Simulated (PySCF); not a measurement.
# Al2Cl4H2 ((Cl2Al-mu-H)2): the cost of one run

Programs: PySCF 2.14.0, with density-fitted response routines of our own. Each step states its level of theory. These are calculated values for one molecule in the gas phase, unless marked as measured. Atoms count from 0, in the outputs and in this text.

## (1) The starting structure

8 atoms, charge 0, multiplicity 1; geometry from: GFN2-xTB. The atoms were then displaced at random by about 0.03 Å, so the start is not that level's minimum.

Bonds of the start (Å): Al0–Cl1 1.99, Al0–Cl2 2.02, Al0–H3 1.84, Al0–H7 1.86, H3–Al4 1.81, Al4–Cl5 1.97, Al4–Cl6 2.04, Al4–H7 1.75.

## (2) Optimising the geometry at PBE0-D3(BJ)/def2-SVP

The job: settings as JSON, then the geometry in Å.

```
{"job": {"xc": "PBE0", "basis": "def2-SVP", "d3": "d3bj", "grid": 1, "maxiter": 40, "shake": 0.03, "kind": "geom"}, "charge": 0, "multiplicity": 1}
Al    -0.554000    -0.587830     1.079590
Cl    -1.398920    -2.352940     0.740590
Cl    -0.633870     0.693270     2.642990
H      1.122740    -0.486560     0.334410
Al     0.606120     0.491410    -1.097890
Cl     0.558280    -0.682650    -2.676820
Cl     1.415370     2.331480    -0.744980
H     -0.977490     0.508140    -0.361590
```

Launch:

```bash
$ OMP_NUM_THREADS=1 python probes_run.py task.json out
```

One launch serves the whole session: the jobs run in the order shown.

**Question.** How long does this first job take on 1 thread of AMD EPYC, shared host, and how much memory does it need?

About 4.7 min, with a peak of 0.49 GiB.
